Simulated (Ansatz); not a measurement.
# CH4Al2FGa: how energies converge with the basis set

How large a basis does CH4Al2FGa need? Two functionals are run in growing sets.

Method: one geometry, several basis sets; program: Ansatz 0.2.0, Gaussian basis.

Levels to be run: PBE0-D4/def2-SVP; ωB97M-V/def2-SVP; PBE0-D4/def2-QZVPP; the functionals' def2-TZVPP values are taken from earlier runs.

2 further runs of the same task are left out: 2 that didn't finish.

## Step 1: The geometry

The geometry comes from an earlier relaxation with PBE0-D4 in a triple-zeta def2 set; it is a stationary point, not always the lowest conformer.

9 atoms, charge 0, spin multiplicity 1.

Atoms are counted from 1 here; the program's logs count them from 0.

Bond lengths: C1–Al2 1.959 Å, C1–H6 1.094 Å, C1–H7 1.094 Å, C1–H8 1.093 Å, Al2–Al3 2.476 Å, Al2–Ga4 2.715 Å, Al3–Ga4 2.462 Å, Al3–H9 1.826 Å, Ga4–F5 1.761 Å. Angles: Al2–C1–H6 110.8°, Al2–C1–H7 110.9°, Al2–C1–H8 111.5°, H6–C1–H7 107.4°, H6–C1–H8 108.0°, H7–C1–H8 108.0°, C1–Al2–Al3 157.0°, C1–Al2–Ga4 139.0°, Al3–Al2–Ga4 56.4°, Al2–Al3–Ga4 66.7°, Al2–Al3–H9 47.3°, Ga4–Al3–H9 71.8°, Al2–Ga4–Al3 56.9°, Al2–Ga4–F5 136.4°, Al3–Ga4–F5 163.0°.

## Step 2: PBE0-D4 in def2-SVP

in.yaml

```yaml
crystal:
  periodic: [false, false, false]
  atoms:
    - {symbol: C, position_ang: [-0.760287, -0.509660, 1.642144]}
    - {symbol: Al, position_ang: [0.513030, -0.223994, 0.181631]}
    - {symbol: Al, position_ang: [2.399878, 0.833682, -1.022389]}
    - {symbol: Ga, position_ang: [0.492762, 0.293687, -2.483447]}
    - {symbol: F, position_ang: [-0.486183, -0.182070, -3.868279]}
    - {symbol: H, position_ang: [-1.569945, -1.174789, 1.327316]}
    - {symbol: H, position_ang: [-0.269524, -0.975690, 2.501963]}
    - {symbol: H, position_ang: [-1.205827, 0.431294, 1.975828]}
    - {symbol: H, position_ang: [0.886086, 1.507540, -0.254758]}
basis:
  gaussian: {orbitals: def2-SVP}
hamiltonian: {xc: pbe0, dispersion: d4}
output: {orbitals: {seedname: orbitals}}
```

The runs that follow: ωB97M-V in def2-SVP; PBE0-D4 in def2-QZVPP.

**Question.** What will the summary of the whole plan be? Wanted: PBE0-D4: double and triple zeta above quadruple.

The runs gave:

```
                                       quantity           value
PBE0-D4: double and triple zeta above quadruple  17.78, 1.78 eV
```

What this shows: PBE0-D4 gains 15.99 eV from double to triple zeta, then 1.78 eV more. These are total energies; as a rule much of such shifts cancels in differences, which this series doesn't test.
